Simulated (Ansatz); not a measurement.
# ZnCd2S3: the cost of one run

Method: DFT PBE, scalar-relativistic, plane waves, PAW, in Ansatz 0.2.0.

1 further run of the same task is left out (it didn't finish).

## Step 1: The structure to begin with

It takes space group P4/mmm (No. 123, tetragonal). Conventional cell: a = 4.096 Å, b = 4.096 Å, c = 8.433 Å, α = 90.00°, β = 90.00°, γ = 90.00°. Zn (site symmetry 4/mmm) is surrounded by 4 S at 2.05 Å. Cd (site symmetry mmm) is surrounded by 4 Cd at 2.90 Å. S (site symmetry mmm) is surrounded by 2 Zn at 2.05 Å and 2 S at 2.05 Å. Around S (site symmetry 4/mmm) lie 4 S at 2.05 Å.

Structure file:

```cif
data_structure
_symmetry_space_group_name_H-M 'P 1'
_symmetry_Int_Tables_number 1
_cell_length_a 4.0958
_cell_length_b 4.0958
_cell_length_c 8.4325
_cell_angle_alpha 90.000
_cell_angle_beta 90.000
_cell_angle_gamma 90.000
_cell_volume 141.46
loop_
_atom_site_label
_atom_site_type_symbol
_atom_site_fract_x
_atom_site_fract_y
_atom_site_fract_z
_atom_site_occupancy
Zn1 Zn 0.50000 0.50000 0.50000 1
Cd1 Cd 0.00000 0.50000 0.00000 1
Cd2 Cd 0.50000 0.00000 0.00000 1
S1 S 0.00000 0.50000 0.50000 1
S2 S 0.50000 0.00000 0.50000 1
S3 S 0.00000 0.00000 0.50000 1
```

Recipe of the guess: random cell by space group and Wyckoff sites (P4/mmm, No. 123). Its size is a rough estimate.

## Step 2: A first look at the guess

The input, input.yaml:

```yaml
crystal:
  lattice:
    - [4.09575068, 0.0, 0.0]
    - [0.0, 4.09575068, 0.0]
    - [0.0, 0.0, 8.43251933]
  atoms:
    - { symbol: Zn, position: [0.5, 0.5, 0.5] }
    - { symbol: Cd, position: [0.0, 0.5, 0.0] }
    - { symbol: Cd, position: [0.5, 0.0, 0.0] }
    - { symbol: S, position: [0.0, 0.5, 0.5] }
    - { symbol: S, position: [0.5, 0.0, 0.5] }
    - { symbol: S, position: [0.0, 0.0, 0.5] }
basis:
  ecutwfc: 420
kpoints:
  mp_grid: { grid: [4, 4, 2] }
hamiltonian:
  xc: pbe
scf:
  occupations: { method: gaussian, width: 0.1 }
  lower_state_search: "off"
output:
  forces: true
  stress: true
  eigenvalues: true
```

On the command line:

```console
ansatz run input.yaml --threads 1 --pin off --max-ram 2560MiB --backend cpu --events-out ev --progress --plain --runs-dir out
```

What time and memory should one allow on 1 thread of Intel Xeon at 2.50GHz (Skylake/Cascade Lake), shared host?

About 11 s, with a peak of 0.43 GiB.
